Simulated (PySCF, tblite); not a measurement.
# C₅H₁₂O₃Si: geometry, infrared bands and NMR shifts

Aim: predict the infrared bands and NMR shifts of C₅H₁₂O₃Si (`COC(C)(C)[SiH2]C(=O)O`).

Programs: tblite 0.8.0 and PySCF 2.14.0, with density-fitted response routines of our own. Each step states its level of theory. These are calculated values for one molecule in the gas phase, unless marked as measured. Atoms are numbered from 0 throughout.

### Step 1. Starting geometry

21 atoms, charge 0, multiplicity 1; geometry from: force field or distance geometry start.

Bonds of the start (Å): C0–O1 1.35, O1–C2 1.38, C2–C3 1.48, C2–C4 1.51, C2–Si5 1.88, Si5–C6 1.83, C6–O7 1.27, C6–O8 1.38, C0–H9 1.11, C0–H10 1.11, C0–H11 1.14, C3–H12 1.13, C3–H13 1.11, C3–H14 1.12, C4–H15 1.10, C4–H16 1.12, C4–H17 1.12, Si5–H18 1.46, Si5–H19 1.46, O8–H20 1.01.

### Step 2. Optimising the geometry with GFN2-xTB

The job: settings as JSON, then the geometry in Å.

```
{"job": {"kind": "relax", "xc": "GFN2-xTB", "basis": "xTB"}, "charge": 0, "multiplicity": 1}
C     -2.732700     0.165800    -0.365900
O     -1.532300    -0.290600    -0.773200
C     -0.420200     0.009700    -0.016400
C     -0.447800    -0.448700     1.395400
C     -0.164700     1.497200    -0.012600
Si     1.004300    -0.808500    -0.931900
C      2.621100    -0.422600    -0.176000
O      2.989200    -0.923000     0.930800
O      3.489800     0.443000    -0.817900
H     -3.096700    -0.145600     0.633400
H     -2.783000     1.273000    -0.484500
H     -3.501500    -0.242300    -1.095100
H     -0.995000     0.258300     2.087000
H     -0.802800    -1.496700     1.479200
H      0.598000    -0.457900     1.795500
H     -0.214100     1.928800    -1.022700
H     -0.909100     1.986900     0.664200
H      0.874600     1.679100     0.371800
H      0.925000    -0.283400    -2.297200
H      0.705000    -2.240000    -0.938000
H      4.384100     0.689200    -0.426100
```

Command:

```
OMP_NUM_THREADS=1 python probes_run.py task.json out
```

The driver reads the jobs from task.json and runs them one after another.

**Question.** This job is followed by: GFN2-xTB harmonic vibrations, gas phase; GIAO PBE0/pcSseg-1 NMR shielding, non-relativistic, gas phase. What will the session give for the following? strongest single infrared mode (GFN2-xTB); zero-point energy (GFN2-xTB); 13C shifts against TMS (PBE0/pcSseg-1, means over atoms taken as alike); 1H shifts against TMS (PBE0/pcSseg-1, means over atoms taken as alike); 17O shifts against H2O (PBE0/pcSseg-1); 29Si shifts against TMS (PBE0/pcSseg-1); surface potential, 1st and 99th percentile.

The runs gave:

| quantity | value |
| --- | --- |
| strongest single infrared mode (GFN2-xTB) | 2275 cm⁻¹, 371 km/mol |
| zero-point energy (GFN2-xTB) | 101.8 kcal/mol |
| 13C shifts against TMS (PBE0/pcSseg-1, means over atoms taken as alike) | 187.0, 71.5, 48.2, 22.9 ppm |
| 1H shifts against TMS (PBE0/pcSseg-1, means over atoms taken as alike) | 6.79, 4.21, 3.42, 1.53 ppm |
| 17O shifts against H2O (PBE0/pcSseg-1) | 501.8, 240.0, 39.7 ppm |
| 29Si shifts against TMS (PBE0/pcSseg-1) | -54.6 ppm |
| surface potential, 1st and 99th percentile | -1.42 V and 2.19 V |

**Reading.** The optimisation took 191 steps and gained 0.891 eV; among the close pairs (by a distance rule), Si5–C6 changed most, from 1.826 to 1.927 Å. No mode is imaginary among the 57: a minimum at this level. Unscaled tight-binding wavenumbers are off by several per cent, some by more. Its intensities can rank the bands wrongly. At PBE0/pcSseg-1: The largest span, 746 ppm, is at O7, where the paramagnetic term is -569 ppm. By nearest atom (PBE0/pcSseg-1), the HOMO sits on O1 61 %; H9, H10 about 7 % each and the LUMO on C6 43 %; O7 24 %.
